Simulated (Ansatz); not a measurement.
# C3H5FSi: one species, many methods

The task here is to estimate one member of a computed series from the others.

Method: functionals in def2-TZVPP, the program's frozen cores in correlated methods; program: Ansatz 0.2.0, Gaussian basis.

The runs, in order: PBE-D4, r2SCAN-D4, PBE0-D4, B3LYP-D4, ωB97X-V, ωB97M-V, B2PLYP; CCSD(T)/def2-TZVPP; MP2/def2-QZVPP; extrapolation to the limit.

### Structure used throughout

An earlier PBE0-D4 in a triple-zeta def2 set relaxation fixed the geometry.

SMILES `CC1=C(F)[SiH2]1`, 10 atoms, charge 0, spin multiplicity 1.

Atoms are counted from 1 here; the program's logs count them from 0.

Bond lengths: C1–C2 1.479 Å, C1–H6 1.093 Å, C1–H7 1.093 Å, C1–H8 1.092 Å, C2–C3 1.325 Å, C2–Si5 1.837 Å, C3–F4 1.326 Å, C3–Si5 1.791 Å, Si5–H9 1.486 Å, Si5–H10 1.486 Å. Angles: C2–C1–H6 110.5°, C2–C1–H7 110.5°, C2–C1–H8 111.8°, H6–C1–H7 106.9°, H6–C1–H8 108.6°, H7–C1–H8 108.5°, C1–C2–C3 140.5°, C1–C2–Si5 152.8°, C3–C2–Si5 66.7°, C2–C3–F4 134.6°, C2–C3–Si5 70.5°, F4–C3–Si5 154.9°, C2–Si5–C3 42.8°, C2–Si5–H9 122.0°, C2–Si5–H10 122.0°, C3–Si5–H9 122.4°, C3–Si5–H10 122.4°, H9–Si5–H10 110.1°.

Set-up of the first run:

Contents of in.yaml:

```yaml
crystal:
  periodic: [false, false, false]
  atoms:
    - {symbol: C, position_ang: [-1.444791, -0.601565, -0.247310]}
    - {symbol: C, position_ang: [-0.063396, -0.107596, -0.056743]}
    - {symbol: C, position_ang: [1.186777, -0.424360, -0.361724]}
    - {symbol: F, position_ang: [1.760571, -1.416299, -1.029273]}
    - {symbol: Si, position_ang: [1.168357, 1.094080, 0.587045]}
    - {symbol: H, position_ang: [-1.930809, -0.762693, 0.718223]}
    - {symbol: H, position_ang: [-2.044192, 0.138092, -0.784353]}
    - {symbol: H, position_ang: [-1.466325, -1.538344, -0.807980]}
    - {symbol: H, position_ang: [1.370255, 2.426780, -0.037903]}
    - {symbol: H, position_ang: [1.546752, 1.140805, 2.023018]}
basis:
  gaussian: {orbitals: def2-TZVPP}
hamiltonian: {xc: pbe, dispersion: d4}
output: {forces: true, orbitals: {seedname: orbitals}}
```

Launch:

```bash
ansatz run in.yaml --threads 4 --pin off --events-out ev --progress --plain --max-ram 10444MiB
```

Steps of the session up to this table: PBE-D4 (GGA); r2SCAN-D4 (meta-GGA); PBE0-D4 (hybrid); B3LYP-D4 (hybrid); ωB97X-V (range-separated); ωB97M-V (range-separated); B2PLYP (double hybrid); CCSD(T) in def2-TZVPP; MP2 in def2-QZVPP.

One of the session's tables, all rows but one given; the rest of the session is left out.

It belongs to the step «Atomisation energies». 

```
            method  atomisation energy (eV)
            PBE-D4                        ?
         r2SCAN-D4                   40.215
           PBE0-D4                   40.309
          B3LYP-D4                   39.925
           ωB97X-V                   40.105
           ωB97M-V                   40.099
            B2PLYP                   39.547
     HF/def2-TZVPP                   28.935
    MP2/def2-TZVPP                   39.706
   CCSD/def2-TZVPP                   38.141
CCSD(T)/def2-TZVPP                   38.836
           MP2/CBS                   40.741
       CCSD(T)/CBS                   39.870
```

Q: Estimate the row for PBE-D4 from the others.

**Answer.** atomisation energy (eV): 41.154. In the column «atomisation energy (eV)» it is the highest.

Limits of these values: Free atoms (3 C, 1 F, 1 Si, 5 H) were run apart at each level; the atomisation energy is their sum less the molecule, without zero-point or spin-orbit terms.
